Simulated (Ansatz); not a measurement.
BiTe (Tsumoite):

```xyz
12
Lattice="4.4230 0.0000 0.0000 -2.2115 3.8304 0.0000 0.0000 0.0000 24.0020" Properties=species:S:1:pos:R:3 pbc="T T T"
Bi    0.0000    2.5536   13.0211
Bi    2.2115    1.2768   10.9809
Bi    2.2115    1.2768   17.0222
Bi    0.0000    2.5536    6.9798
Bi    0.0000    0.0000   21.0210
Bi    0.0000    0.0000    2.9810
Te    0.0000    0.0000   15.1525
Te    0.0000    0.0000    8.8495
Te    0.0000    2.5536   18.8440
Te    2.2115    1.2768    5.1580
Te    2.2115    1.2768   22.6771
Te    0.0000    2.5536    1.3249
```

Base run:

| Item | Value |
| --- | --- |
| Program | Ansatz 0.2.0 |
| Functional | LDA |
| Potentials or basis | all-electron LAPW, scalar-relativistic |
| Cutoff | 192 eV (chosen from the basis error) |
| Basis error allowed | 0.002 eV/atom |
| k mesh | 7 × 7 × 2 |
| Occupations | fermi-dirac, width 0.05 eV |
| Spin | no spin polarisation |

Its results: pressure -1.9 GPa; largest force 1.397 eV/Å.

Task: The run is repeated on the same cell with these changes: functional from LDA to PBE. What comes out?

Result: Pressure 1.7 GPa; largest force 1.392 eV/Å.

PBE binds less tightly than LDA, so the same cell stands under more pressure.

Caveats: forces of over 1 eV/Å show positions far from the minimum, so gaps and moduli don't describe the material at rest.
